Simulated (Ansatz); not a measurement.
# OsSe (zincblende): equation of state

How stiff is OsSe (zincblende)? Energies and pressures are computed at volumes on both sides of the relaxed cell and fitted. This structure was made by substitution into a known type, so it needn't be the compound's stable form.

Program: Ansatz 0.2.0. Level of theory: DFT r²SCAN, scalar-relativistic, plane waves, PAW. These are calculated values, not measurements.

3 further runs of the same task are left out: 3 that didn't finish. Runs told in other sessions of the task aren't counted.

### Step 1. Starting point

It takes space group F-43m (No. 216, cubic). The conventional cell has a = 5.470 Å, b = 5.470 Å, c = 5.470 Å, α = 90.00°, β = 90.00°, γ = 90.00°. Around Os (site symmetry -43m) lie 4 Se at 2.37 Å. Se (site symmetry -43m) is surrounded by 4 Os at 2.37 Å.

Coordinates:

```cif
data_structure
_symmetry_space_group_name_H-M 'P 1'
_symmetry_Int_Tables_number 1
_cell_length_a 3.8676
_cell_length_b 3.8676
_cell_length_c 3.8676
_cell_angle_alpha 60.000
_cell_angle_beta 60.000
_cell_angle_gamma 60.000
_cell_volume 40.91
loop_
_atom_site_label
_atom_site_type_symbol
_atom_site_fract_x
_atom_site_fract_y
_atom_site_fract_z
_atom_site_occupancy
Os1 Os 0.00000 0.00000 0.00000 1
Se1 Se 0.25000 0.25000 0.25000 1
```

An earlier run at r²SCAN left this cell at 20.453 Å³/atom and -0.09 GPa (10×10×10 mesh).

Volume factors to run: 0.980, 1.020, 0.960, 1.040, 1.070.

### Step 2. Scaling the volume by 0.980

File input.yaml:

```yaml
crystal:
  lattice:
    - [0.0, 2.7164248054, 2.7164248054]
    - [2.7164248054, 0.0, 2.7164248054]
    - [2.7164248054, 2.7164248054, 0.0]
  atoms:
    - { symbol: Os, position: [0.0, 0.0, 0.0], spin: 0.11 }
    - { symbol: Se, position: [0.25, 0.25, 0.25] }
basis:
  ecutwfc: 500
  ecutrho_ratio: 4
kpoints:
  mp_grid: { grid: [10, 10, 10] }
hamiltonian:
  xc: r2scan
scf:
  occupations: { method: gaussian, width: 0.05 }
output:
  forces: true
  stress: true
  eigenvalues: true
  populations: true
magnetization:
  spin_polarized: true
```

Launch:

```sh
> ansatz run input.yaml --threads 2 --pin off --max-ram 2662MiB --backend cpu --events-out ev --progress --plain --runs-dir out
```

Further steps of the session: Volume × 1.020; Scaling the volume by 0.960; Volume × 1.040; Volume × 1.070.

What does the calculation give? Wanted: V0; B0; B0′; scatter of the fit.

The runs gave:

| quantity | value |
| --- | --- |
| V0 | 20.440 Å³/atom |
| B0 | 155 GPa |
| B0′ | 5.1 |
| scatter of the fit | 0.003 meV/atom |

A third-order Birch–Murnaghan fit puts the minimum at 20.44 Å³/atom with a bulk modulus of 155 GPa. One per cent of compression takes about 1.5 GPa. These are values at 0 K without zero-point motion. Spin–orbit coupling is left out, though the cell holds Os; in elements this heavy it can shift levels and gaps by tenths of an eV.
